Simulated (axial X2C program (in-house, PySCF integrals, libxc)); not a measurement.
**All-electron X2C curves of Be₂⁺**

Aim: find the lowest determinant of Be₂⁺, scan the bond at several levels and fit the constants, once spin-free and once with spin–orbit coupling.

Method: all-electron X2C, Be dyall-v3z; program: an in-house X2C program for linear molecules on PySCF integrals.

All values are calculated.

## Step 1: The job

File task.json:

```json
{
 "zs": [
  4,
  4
 ],
 "q": 1,
 "bas": [
  "dyall-v3z",
  "dyall-v3z"
 ],
 "levels": [
  "PBE0",
  "HF",
  "LDA",
  "PW91"
 ],
 "cc": false,
 "r0": 2.04,
 "npts": 10,
 "nst": 2,
 "ntry": 6
}
```

Keys: zs atomic numbers; q charge; bas basis sets; levels methods (HF also brings MP2); cc coupled cluster on or off; r0 starting distance in Å; npts points asked for on the curve; nst determinants followed; ntry starts of the search.

Launch:

```sh
python so2c.py task.json out
```

Spin-free means the one-electron spin-free X2C Hamiltonian; two-component (2c) means X2C with spin–orbit coupling and atomic mean-field two-electron Coulomb and Gaunt terms. Basis: Be dyall-v3z contracted to [8s8p3d1f]; Gaussian nuclei, density fitting. Masses: Be 9.012 u.

Notation: σ, π±, δ± give the projection m of an orbital's angular momentum (0, ±1, ±2), α and β its spin, Λ and M_S the sums; ω is the projection of a spinor's total angular momentum and Ω the sum. Logs are in hartree.

The results follow Hamiltonian by Hamiltonian and level by level.

## Step 2: State search with PBE0

PBE0 moves the distance from 2.040 Å to 2.221 Å and compares determinants there.

Spin-free determinants:

| ΔE (eV) | state | open shells |
| --- | --- | --- |
| 0.00 | M_S = 1/2, Λ = 0 | beyond closed shells: σα |
| 1.82 | M_S = 1/2, Λ = 1 | beyond closed shells: π+α |
| 3.61 | M_S = 3/2, Λ = 1 | beyond closed shells: 2 × σα, π+α |
| 3.63 | M_S = 3/2, Λ = 0 | beyond closed shells: 3 × σα |
| 5.02 | M_S = 1/2, Λ = 1 | beyond closed shells: 2 × σα, π+β |

Two-component determinants:

```csv
ΔE (eV),state,open shells
0.00,Ω = 1/2,excess of +ω over −ω: ω = 1/2
1.82,Ω = 3/2,excess of +ω over −ω: ω = 3/2
3.61,Ω = 5/2,"excess of +ω over −ω: 2 × ω = 1/2, ω = 3/2"
3.63,Ω = 3/2,excess of +ω over −ω: 3 × ω = 1/2
5.02,Ω = 1/2,"excess of +ω over −ω: 2 × ω = -1/2, ω = 3/2"
```

## Step 3: PBE0, spin-free

State followed: M_S = 1/2, Λ = 0 (beyond closed shells: σα). The scan is laid around 2.221 Å, a first estimate of the minimum, and this SCF restarts from the orbitals of the search.

Output at 2.221 Å:

```text
spin-free X2C-1e  PBE0
basis functions 108  fitting functions 498  grid points 4360
iter        total energy     max residual
   1        -29.034985938     6.76e-06
   2        -29.034985939     2.16e-06
converged
one-electron -43.73353032  Coulomb 16.21442924  exact exchange -1.30278793  xc functional -4.02526954  nuclear repulsion 3.81217261
```

Along the bond, energies from the lowest point:

| R (Å) | E (eV) | HOMO (eV) | LUMO (eV) | iterations |
| --- | --- | --- | --- | --- |
| 1.932 | 0.2683 | -11.68 | -8.81 | 16 |
| 2.021 | 0.1129 | -11.72 | -8.75 | 11 |
| 2.088 | 0.0449 | -11.76 | -8.71 | 9 |
| 2.154 | 0.0094 | -11.79 | -8.67 | 8 |
| 2.221 | 0.0000 | -11.83 | -8.62 | 2 |
| 2.299 | 0.0146 | -11.87 | -8.57 | 8 |
| 2.377 | 0.0503 | -11.91 | -8.62 | 8 |
| 2.476 | 0.1181 | -11.97 | -8.70 | 8 |
| 2.599 | 0.2226 | -12.03 | -8.81 | 9 |
| 2.776 | 0.3952 | -12.12 | -8.96 | 9 |

Outer orbitals at the reference distance:

```csv
symmetry,occupied,ε (eV),atomic character
σα,yes,-14.98,"84% Be s, 14% Be p"
σβ,yes,-14.81,"68% Be s, 29% Be p"
σα,yes,-11.83,"53% Be s, 45% Be p"
σα,no,-8.62,"87% Be p, 13% Be s"
σβ,no,-8.49,"53% Be s, 43% Be p"
π-α,no,-8.28,98% Be p
π+α,no,-8.28,98% Be p
```

PBE0 fields in the half plane through the axis: z from -2.4 to 4.5 Å across, distance from the axis 0.15 to 2.25 Å upwards; Be lies at z = 0 and Be at z = 2.221 Å; the ELF is damped to zero where the density is low.

log10 density (e/bohr³). Ten even steps from '0' (-4.91 ) to '9' (0.59 ):
```
001112222222222222221100
011222333333333333322110
112233344444444443332211
122334444444444444433221
123344555555555555444322
223445555555555555544332
233455566666666665554432
233455689866667996554432
```

ELF. Ten even steps from ' ' (0.00 ) to '@' (1.00 ):
```
              ..                ....            
        ::==**++==--........::--++**++--..      
      ==%%@@@@%%%%**++======**##%%@@@@%%**..    
    ==%%@@@@@@@@@@%%%%######%%%%@@@@@@@@@@**..  
  ::%%@@@@@@@@@@@@@@@@@@@@@@@@@@@@@@@@@@@@@@++  
  ++@@@@@@@@@@++..++@@@@@@@@##::::%%@@@@@@@@%%..
..##@@@@@@@@==      **@@@@@@      ..@@@@@@@@@@--
::%%@@@@@@@@..%%@@**..@@@@##  @@@@  ##@@@@@@@@==
```

Re = 2.216 Å, ωe = 533 cm⁻¹, ωexe = 5.16 cm⁻¹, Be = 0.762 cm⁻¹, De = 2.35 eV.

## Step 4: HF, spin-free

Output at 2.221 Å:

```text
spin-free X2C-1e  HF
basis functions 108  fitting functions 498  grid points 4360
iter        total energy     max residual
   1        -28.918080186     7.24e-02
   2        -28.923382232     1.30e-02
   3        -28.924861964     1.11e-02
   4        -28.925501446     8.29e-03
   5        -28.925679917     1.87e-03
   6        -28.925697521     3.77e-04
   7        -28.925698370     1.36e-04
   8        -28.925698417     2.60e-05
   9        -28.925698420     3.44e-06
  10        -28.925698421     1.84e-06
converged
one-electron -43.67266924  Coulomb 16.17920624  exact exchange -5.24440803  xc functional 0.00000000  nuclear repulsion 3.81217261
```

Re = 2.311 Å, ωe = 471 cm⁻¹, ωexe = 3.95 cm⁻¹, Be = 0.7002 cm⁻¹, De = 1.93 eV. ⟨S²⟩ = 0.96 against 0.75 for a pure state, so this determinant mixes spins.

## Step 5: LDA, spin-free

The SCF at the reference distance of 2.221 Å:

```text
spin-free X2C-1e  LDA
basis functions 108  fitting functions 498  grid points 4360
iter        total energy     max residual
   1        -28.656360617     4.89e-02
   2        -28.660445396     8.11e-03
   3        -28.660559921     7.04e-04
   4        -28.660563646     3.57e-04
   5        -28.660564448     4.56e-05
   6        -28.660564456     4.28e-06
converged
one-electron -43.69076475  Coulomb 16.12481255  exact exchange 0.00000000  xc functional -4.90678487  nuclear repulsion 3.81217261
```

Re = 2.191 Å, ωe = 548 cm⁻¹, ωexe = 5.41 cm⁻¹, Be = 0.779 cm⁻¹, De = 2.53 eV.

## Step 6: PW91, spin-free

The SCF at the reference distance of 2.221 Å:

```text
spin-free X2C-1e  PW91
basis functions 108  fitting functions 498  grid points 4360
iter        total energy     max residual
   1        -29.058787621     4.17e-02
   2        -29.059561425     1.20e-03
   3        -29.059577081     7.01e-04
   4        -29.059578104     1.60e-04
   5        -29.059578282     3.55e-05
   6        -29.059578285     3.02e-06
converged
one-electron -43.74436453  Coulomb 16.22258483  exact exchange 0.00000000  xc functional -5.34997121  nuclear repulsion 3.81217261
```

Re = 2.202 Å, ωe = 539 cm⁻¹, ωexe = 5.42 cm⁻¹, Be = 0.7715 cm⁻¹, De = 2.48 eV.

## Step 7: Correlated methods, spin-free

Correlated methods: 3 electrons correlated (frozen shells, counted by type: Be 1 s), 157 virtual spinors in MP2.

MP2: No constants are quoted: the reference is strongly spin-contaminated.

## Step 8: A higher determinant, spin-free

State: M_S = 1/2, Λ = 1 (beyond closed shells: π+α).

Output at the reference distance:

```text
spin-free X2C-1e  PBE0
basis functions 108  fitting functions 498  grid points 4360
iter        total energy     max residual
   1        -28.967939669     2.70e-05
   2        -28.967939675     5.80e-06
converged
one-electron -43.68000470  Coulomb 16.19450657  exact exchange -1.29239274  xc functional -4.00222142  nuclear repulsion 3.81217261
```

| R (Å) | E above the lowest PBE0 point (eV) |
| --- | --- |
| 1.932 | 1.393 |
| 2.021 | 1.469 |
| 2.088 | 1.565 |
| 2.154 | 1.685 |
| 2.221 | 1.824 |
| 2.299 | 2.004 |
| 2.377 | 2.195 |
| 2.476 | 2.452 |
| 2.599 | 2.770 |

No constants are quoted: the lowest point is the short end of the scan.

## Step 9: The spin-free curves together

Energy (eV) of the followed determinant, spin-free, from each level's lowest point:

| R (Å) | PBE0 | HF | MP2 (spin-contaminated) | LDA | PW91 |
| --- | --- | --- | --- | --- | --- |
| 1.932 | 0.268 | 0.416 | 0.301 | 0.228 | 0.245 |
| 2.021 | 0.113 | 0.218 | 0.134 | 0.087 | 0.098 |
| 2.088 | 0.045 | 0.119 | 0.058 | 0.028 | 0.035 |
| 2.154 | 0.009 | 0.054 | 0.016 | 0.001 | 0.005 |
| 2.221 | 0.000 | 0.016 | 0.000 | 0.000 | 0.000 |
| 2.299 | 0.015 | 0.000 | 0.008 | 0.023 | 0.019 |
| 2.377 | 0.050 | 0.007 | 0.038 | 0.066 | 0.059 |
| 2.476 | 0.118 | 0.042 | 0.100 | 0.142 | 0.130 |
| 2.599 | 0.223 | 0.112 | 0.200 | 0.255 | 0.238 |
| 2.776 | 0.395 | 0.247 | 0.370 | 0.434 | 0.412 |

## Step 10: PBE0, 2c

State followed: Ω = 1/2 (excess of +ω over −ω: ω = 1/2). The scan is laid around 2.221 Å, a first estimate of the minimum, and this SCF restarts from the orbitals of the search.

Output at 2.221 Å:

```text
two-component X2C + atomic mean field  PBE0
basis functions 108  fitting functions 498  grid points 4360
iter        total energy     max residual
   1        -29.034279788     1.94e-05
   2        -29.034279788     2.29e-06
converged
one-electron -43.73187780  Coulomb 16.21401744  exact exchange -1.30274374  xc functional -4.02513777  nuclear repulsion 3.81217261  atomic mean-field constant -0.00071054
```

Along the bond, energies from the lowest point:

| R (Å) | E (eV) | HOMO (eV) | LUMO (eV) | iterations |
| --- | --- | --- | --- | --- |
| 1.932 | 0.2685 | -11.68 | -8.81 | 16 |
| 2.021 | 0.1130 | -11.72 | -8.75 | 11 |
| 2.088 | 0.0450 | -11.76 | -8.71 | 9 |
| 2.154 | 0.0095 | -11.79 | -8.66 | 8 |
| 2.221 | 0.0000 | -11.83 | -8.62 | 2 |
| 2.299 | 0.0146 | -11.87 | -8.57 | 8 |
| 2.377 | 0.0502 | -11.91 | -8.62 | 8 |
| 2.476 | 0.1180 | -11.97 | -8.70 | 8 |
| 2.599 | 0.2225 | -12.03 | -8.81 | 9 |
| 2.776 | 0.3951 | -12.12 | -8.96 | 9 |

Outer spinors at the reference distance:

```json
{"ω": "1/2", "occupied": "yes", "ε (eV)": "-14.98", "atomic character": "84% Be s, 14% Be p", "λ mixture": "100% σ"}
{"ω": "-1/2", "occupied": "yes", "ε (eV)": "-14.81", "atomic character": "68% Be s, 29% Be p", "λ mixture": "100% σ"}
{"ω": "1/2", "occupied": "yes", "ε (eV)": "-11.83", "atomic character": "53% Be s, 45% Be p", "λ mixture": "100% σ"}
{"ω": "1/2", "occupied": "no", "ε (eV)": "-8.62", "atomic character": "87% Be p, 13% Be s", "λ mixture": "100% σ"}
{"ω": "-1/2", "occupied": "no", "ε (eV)": "-8.49", "atomic character": "53% Be s, 43% Be p", "λ mixture": "100% σ"}
{"ω": "-1/2", "occupied": "no", "ε (eV)": "-8.28", "atomic character": "98% Be p", "λ mixture": "100% π"}
{"ω": "3/2", "occupied": "no", "ε (eV)": "-8.28", "atomic character": "98% Be p", "λ mixture": "100% π"}
```

PBE0 fields in the half plane through the axis: z from -2.4 to 4.5 Å across, distance from the axis 0.15 to 2.25 Å upwards; Be lies at z = 0 and Be at z = 2.221 Å; the ELF is damped to zero where the density is low.

log10 density (e/bohr³). Ten even steps from '0' (-4.91 ) to '9' (0.59 ):
```
001112222222222222221100
011222333333333333322110
112233344444444443332211
122334444444444444433221
123344555555555555444322
223445555555555555544332
233455566666666665554432
233455689866667996554432
```

ELF. Ten even steps from '0' (0.00 ) to '9' (1.00 ):
```
000000010000000011000000
000024654311112356531000
000489988654446789986100
004899999887778899999610
028999999999999999999950
059999951599997228999981
179999400069990001999993
289999189619970990799994
```

Re = 2.216 Å, ωe = 533 cm⁻¹, ωexe = 5.16 cm⁻¹, Be = 0.762 cm⁻¹, De = 2.35 eV.

## Step 11: HF, 2c

The SCF at the reference distance of 2.221 Å:

```text
two-component X2C + atomic mean field  HF
basis functions 108  fitting functions 498  grid points 4360
iter        total energy     max residual
   1        -28.917373241     7.24e-02
   2        -28.922674921     1.30e-02
   3        -28.924154535     1.11e-02
   4        -28.924793990     8.29e-03
   5        -28.924972444     1.87e-03
   6        -28.924990043     3.76e-04
   7        -28.924990892     1.36e-04
   8        -28.924990939     2.60e-05
   9        -28.924990942     3.44e-06
  10        -28.924990943     1.84e-06
converged
one-electron -43.67099897  Coulomb 16.17876923  exact exchange -5.24422328  xc functional 0.00000000  nuclear repulsion 3.81217261  atomic mean-field constant -0.00071054
```

Re = 2.311 Å, ωe = 471 cm⁻¹, ωexe = 3.95 cm⁻¹, Be = 0.7002 cm⁻¹, De = 1.93 eV.

## Step 12: LDA, 2c

Output at 2.221 Å:

```text
two-component X2C + atomic mean field  LDA
basis functions 108  fitting functions 498  grid points 4360
iter        total energy     max residual
   1        -28.655672972     4.89e-02
   2        -28.659757849     8.11e-03
   3        -28.659872363     7.03e-04
   4        -28.659876082     3.55e-04
   5        -28.659876880     4.56e-05
   6        -28.659876889     4.29e-06
converged
one-electron -43.68908947  Coulomb 16.12437320  exact exchange 0.00000000  xc functional -4.90662269  nuclear repulsion 3.81217261  atomic mean-field constant -0.00071054
```

Re = 2.191 Å, ωe = 548 cm⁻¹, ωexe = 5.41 cm⁻¹, Be = 0.779 cm⁻¹, De = 2.53 eV.

## Step 13: PW91, 2c

The SCF at the reference distance of 2.221 Å:

```text
two-component X2C + atomic mean field  PW91
basis functions 108  fitting functions 498  grid points 4360
iter        total energy     max residual
   1        -29.058080582     4.17e-02
   2        -29.058854311     1.20e-03
   3        -29.058869962     7.00e-04
   4        -29.058870983     1.59e-04
   5        -29.058871158     3.59e-05
   6        -29.058871161     3.05e-06
converged
one-electron -43.74268930  Coulomb 16.22214490  exact exchange 0.00000000  xc functional -5.34978883  nuclear repulsion 3.81217261  atomic mean-field constant -0.00071054
```

Re = 2.202 Å, ωe = 539 cm⁻¹, ωexe = 5.42 cm⁻¹, Be = 0.7714 cm⁻¹, De = 2.48 eV.

## Step 14: Correlated methods, 2c

Correlated methods: 3 electrons correlated (frozen shells, counted by type: Be 1 s), 157 virtual spinors in MP2.

MP2: No constants are quoted: the reference is strongly spin-contaminated.

## Step 15: A higher determinant, 2c

State: Ω = 3/2 (excess of +ω over −ω: ω = 3/2).

Output at the reference distance:

```text
two-component X2C + atomic mean field  PBE0
basis functions 108  fitting functions 498  grid points 4360
iter        total energy     max residual
   1        -28.967227305     1.95e-05
   2        -28.967227306     2.68e-06
converged
one-electron -43.67831662  Coulomb 16.19406252  exact exchange -1.29234892  xc functional -4.00208636  nuclear repulsion 3.81217261  atomic mean-field constant -0.00071054
```

| R (Å) | E above the lowest PBE0 point (eV) |
| --- | --- |
| 1.932 | 1.393 |
| 2.021 | 1.469 |
| 2.088 | 1.565 |
| 2.154 | 1.686 |
| 2.221 | 1.825 |
| 2.299 | 2.004 |
| 2.377 | 2.196 |
| 2.476 | 2.452 |
| 2.599 | 2.770 |

No constants are quoted: the lowest point is the short end of the scan.

## Step 16: The 2c curves together

Energy (eV) of the followed determinant, 2c, from each level's lowest point:

| R (Å) | PBE0 | HF | MP2 (spin-contaminated) | LDA | PW91 |
| --- | --- | --- | --- | --- | --- |
| 1.932 | 0.268 | 0.416 | 0.301 | 0.229 | 0.245 |
| 2.021 | 0.113 | 0.218 | 0.134 | 0.087 | 0.098 |
| 2.088 | 0.045 | 0.119 | 0.058 | 0.028 | 0.035 |
| 2.154 | 0.009 | 0.054 | 0.016 | 0.001 | 0.005 |
| 2.221 | 0.000 | 0.016 | 0.000 | 0.000 | 0.000 |
| 2.299 | 0.015 | 0.000 | 0.008 | 0.023 | 0.019 |
| 2.377 | 0.050 | 0.007 | 0.038 | 0.066 | 0.059 |
| 2.476 | 0.118 | 0.041 | 0.100 | 0.142 | 0.130 |
| 2.599 | 0.223 | 0.112 | 0.200 | 0.255 | 0.238 |
| 2.776 | 0.395 | 0.247 | 0.370 | 0.434 | 0.412 |

Time for the job: 31 s (1 thread of Arm Neoverse N1, shared host); peak memory 0.23 GiB.

## Step 17: Constants

Lowest determinant that the search found at its distance, spin-free: M_S = 1/2, Λ = 0 (beyond closed shells: σα).

Lowest determinant that the search found at its distance, 2c: Ω = 1/2 (excess of +ω over −ω: ω = 1/2).

| Hamiltonian | level | Re (Å) | ωe (cm⁻¹) | De (eV) |
| --- | --- | --- | --- | --- |
| spin-free | PBE0 | 2.216 | 533 | 2.35 |
| spin-free | HF | 2.311 | 471 | 1.93 |
| spin-free | LDA | 2.191 | 548 | 2.53 |
| spin-free | PW91 | 2.202 | 539 | 2.48 |
| 2c | PBE0 | 2.216 | 533 | 2.35 |
| 2c | HF | 2.311 | 471 | 1.93 |
| 2c | LDA | 2.191 | 548 | 2.53 |
| 2c | PW91 | 2.202 | 539 | 2.48 |

No constants: spin-free MP2 (the reference is strongly spin-contaminated); 2c MP2 (the reference is strongly spin-contaminated). Spin-free ⟨S²⟩ is off its pure value at HF 0.96.

Time per point (s) on 1 thread of Arm Neoverse N1, shared host (2c runs); the times are rough: PBE0 0.29, HF 0.12, LDA 0.17, PW91 0.25.

**Reading.** At PBE0, going from spin-free to two-component changes Re by 0 mÅ, ωe by 0.0 %; the spin-free picture holds up (part of it comes from the scalar share of the two-electron terms). De moves by 0.00 eV; both De rest on single-determinant atoms, which can miss part of an open shell's spin–orbit lowering.

De refers to Be + Be+, each in the lowest determinant found, which need not be this curve's own limit. Each curve is one determinant whose occupation by symmetry is held fixed; it was picked as the lowest of a PBE0 search that is not exhaustive. Dissociation energies refer to the lowest single-determinant-based atoms at the same level and basis. Density functionals use the spin component along the axis (collinear). The spin-free determinant is spin-contaminated at some levels.
